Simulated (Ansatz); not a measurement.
# TiH₃+ (triplet): wave-function methods side by side, def2-TZVPP

An exercise on one series of results from a longer session: the logs are not shown, and one member is left open.

The runs use Ansatz 0.2.0, Gaussian basis; def2-TZVPP, core rule «outside noble gas», up to 9 orbitals frozen.

To be run: UHF; ROHF; CCSD(T) on UHF.

2 further runs of the same task are left out: 2 set aside as unsound or not needed.

### What is computed

The geometry is a PBE0/def2-TZVP stationary point (not a proven minimum) of the parent state, kept for this charge and spin.

4 atoms, charge 1, spin multiplicity 3.

Atoms are counted from 1 here; the program's logs count them from 0.

Bond lengths: Ti1–H2 1.731 Å, Ti1–H3 1.731 Å, Ti1–H4 1.731 Å. Angles: H2–Ti1–H3 120.0°, H2–Ti1–H4 120.0°, H3–Ti1–H4 120.0°.

Set-up of the first run:

Contents of in.yaml:

```yaml
crystal:
  periodic: [false, false, false]
  atoms:
    - {symbol: Ti, position_ang: [0.000000, 0.000000, 0.000000]}
    - {symbol: H, position_ang: [1.731170, 0.013694, 0.006467]}
    - {symbol: H, position_ang: [-0.877440, 1.492400, -0.004533]}
    - {symbol: H, position_ang: [-0.853730, -1.506094, -0.001933]}
basis:
  gaussian: {orbitals: def2-TZVPP}
total_charge: 1
magnetization: {spin_polarized: true, initial_magnetization: 2}
hamiltonian: {xc: hf}
output: {orbitals: {seedname: orbitals}}
```

Launch:

```console
> ansatz run in.yaml --threads 1 --pin off --events-out ev --progress --plain --max-ram 4096MiB --backend cpu
```

Steps of the session up to this table: UHF; ROHF; CCSD(T) on UHF.

One of the session's tables, all rows but one given; the rest of the session is left out.

| method | from UCCSD(T) (kcal/mol) |
| --- | --- |
| ROHF | +76.41 |
| UHF | +72.89 |
| UMP2 | +20.33 |
| UCCSD | ? |
| UCCSD(T) | 0 |

Estimate the missing values for UCCSD.

As computed: from UCCSD(T) (kcal/mol): +3.24. In the column «from UCCSD(T) (kcal/mol)» it lies between UCCSD(T) (0) and UMP2 (+20.33).
